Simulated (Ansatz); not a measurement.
## VCrC2 under changes of volume

One of the cells (8.757 Å³/atom); the others are scaled copies at fixed shape and fractional positions:

```
CELL_PARAMETERS angstrom
1.46063 0.84330 4.73939
-1.46063 0.84330 4.73939
0.00000 -1.68659 4.73939
ATOMIC_POSITIONS crystal
Cr 0.50000 0.50000 0.50000
V 0.00000 0.00000 0.00000
C 0.24876 0.24876 0.24876
C 0.75124 0.75124 0.75124
```

The cell comes from a database or a generator and needn't be the stable form of this composition.

| Property | Result |
| --- | --- |
| Program | Ansatz 0.2.0 |
| Functional | r2SCAN |
| Potentials or basis | Ansatz PAW |
| Cutoff | 500 eV (not typed: the program's choice for these potentials) |
| k mesh | 11 × 11 × 11 |
| Occupations | fermi-dirac, width 0.05 eV |
| Spin | collinear spin, ferromagnetic start |
| Starting moments | [3.0, 2.0, 0.0, 0.0] μB |

```tsv
volume (Å³/atom)	energy over the lowest point (meV/atom)	pressure (GPa)	moment (μB per cell)	largest force (eV/Å)
8.231	48.94	25.6	1.56	0.214
8.406	?	?	?	?
8.581	9.65	10.7	1.64	0.299
8.757	1.48	4.3	1.67	0.337
8.932	0.00	-1.5	1.70	0.373
9.107	4.55	-6.7	1.72	0.406
9.282	14.55	-11.4	1.74	0.438
```

Question: What does the run at 8.406 Å³/atom give?

Answer: Energy over the lowest point 25.21 meV/atom; pressure 17.8 GPa; moment 1.61 μB per cell; largest force 0.259 eV/Å.

Worked out: A Birch-Murnaghan fit of order 3 (a polynomial in V^(-2/3)) to the other rows has its minimum at 8.88 Å³/atom with B0 = V·E''(V) = 287 GPa and B' = 4.2 at fixed shape and positions, which overstates the stiffness. It gives 25.21 meV/atom at 8.406 Å³/atom, against the run's 25.21, and -dE/dV = 17.9 GPa, against 17.8. A parabola through the other rows of the moment, of slope 0.225 μB per Å³/atom there, gives 1.60 μB, against the run's 1.61.

Energies are extrapolated to zero smearing.

Caveats: the magnetic or orbital state may not be the lowest; the PAW data sets come from PBE, with cores solved anew for the run's functional, which leaves a small shift of forces and pressure; the starting moments weren't kept.
